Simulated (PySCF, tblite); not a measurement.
# C5H11F3NO+: geometry, infrared bands and NMR shifts

Wanted: the infrared bands and NMR shifts of C5H11F3NO+ (`C[N+](C)(C)COC(F)(F)F`), by calculation.

Programs: tblite 0.8.0 and PySCF 2.14.0, with density-fitted response routines of our own. Each step states its level of theory. These are calculated values for one molecule in the gas phase, unless marked as measured. Atoms count from 0, in the outputs and in this text.

## Step 1: Starting geometry

21 atoms, charge 1, multiplicity 1; geometry from: force field or distance geometry start.

Bonds of the start (Å): C0–N1 1.53, N1–C2 1.50, N1–C3 1.52, N1–C4 1.52, C4–O5 1.39, O5–C6 1.42, C6–F7 1.34, C6–F8 1.35, C6–F9 1.34, C0–H10 1.09, C0–H11 1.09, C0–H12 1.11, C2–H13 1.10, C2–H14 1.10, C2–H15 1.08, C3–H16 1.10, C3–H17 1.10, C3–H18 1.08, C4–H19 1.10, C4–H20 1.09.

## Step 2: Relaxing the molecule with GFN2-xTB

Job settings and geometry (Å):

```
{"job": {"kind": "relax", "xc": "GFN2-xTB", "basis": "xTB"}, "charge": 1, "multiplicity": 1}
C     -1.022200    -1.316000     0.723800
N     -0.772700     0.004800    -0.005300
C     -1.683600     0.110400    -1.192900
C     -1.028100     1.165400     0.947600
C      0.681900     0.040500    -0.457500
O      1.598200    -0.058600     0.588500
C      2.912700    -0.007000     0.057000
F      3.093100     1.158000    -0.585600
F      3.088900    -1.036100    -0.793500
F      3.791700    -0.106400     1.068700
H     -0.817800    -2.137600     0.034800
H     -0.388700    -1.373600     1.607300
H     -2.087300    -1.335100     1.037000
H     -2.723300     0.081500    -0.844800
H     -1.495500     1.072400    -1.699100
H     -1.497400    -0.724800    -1.856400
H     -2.077700     1.130800     1.261000
H     -0.382800     1.043300     1.832200
H     -0.809500     2.096500     0.438500
H      0.810900     0.992400    -0.996600
H      0.800000    -0.783800    -1.165200
```

Run with:

```bash
OMP_NUM_THREADS=1 python probes_run.py task.json out
```

This one command runs all jobs of the session in turn.

**Question.** This job is followed by: GFN2-xTB harmonic vibrations, gas phase; GIAO PBE0/pcSseg-1 NMR shielding, non-relativistic, gas phase. Predict these results of the whole session: strongest single infrared mode (GFN2-xTB); zero-point energy (GFN2-xTB); 13C shifts against TMS (PBE0/pcSseg-1, means over atoms taken as alike); 1H shifts against TMS (PBE0/pcSseg-1, means over atoms taken as alike); 15N shifts against NH3 (PBE0/pcSseg-1); 17O shifts against H2O (PBE0/pcSseg-1); 19F shifts against CFCl3 (PBE0/pcSseg-1, means over atoms taken as alike).

The runs gave:

| quantity | value |
| --- | --- |
| strongest single infrared mode (GFN2-xTB) | 1137 cm⁻¹, 565 km/mol |
| zero-point energy (GFN2-xTB) | 104.5 kcal/mol |
| 13C shifts against TMS (PBE0/pcSseg-1, means over atoms taken as alike) | 128.8, 89.5, 51.3 ppm |
| 1H shifts against TMS (PBE0/pcSseg-1, means over atoms taken as alike) | 4.99, 3.32 ppm |
| 15N shifts against NH3 (PBE0/pcSseg-1) | 76.2 ppm |
| 17O shifts against H2O (PBE0/pcSseg-1) | 123.5 ppm |
| 19F shifts against CFCl3 (PBE0/pcSseg-1, means over atoms taken as alike) | -76.5 ppm |

**Reading.** The optimisation took 47 steps and gained 0.359 eV; among the close pairs (by a distance rule), O5–C6 changed most, from 1.419 to 1.351 Å. All 57 modes are real, so the xTB geometry is a minimum. The strongest single mode, at 1137 cm⁻¹, moves mainly C6. Unscaled tight-binding wavenumbers are off by several per cent, some by more. Its intensities can rank the bands wrongly. The most deshielded hydrogen is H19, H20 (mean) (hydrogen on an sp3 CH2 bonded to N and O), at 4.99 ppm: its carbon carries N and O, hence the downfield position. At PBE0/pcSseg-1: Shielding is most anisotropic at F7, F8, F9 (span 174 ppm, paramagnetic term -222 ppm). At PBE0/pcSseg-1, counted by nearest atom on the grid, the HOMO lies on O5 62 %; H19, H20 about 8 % each, the LUMO on 7 H atoms about 9 % each; H12, H16 about 7 % each.
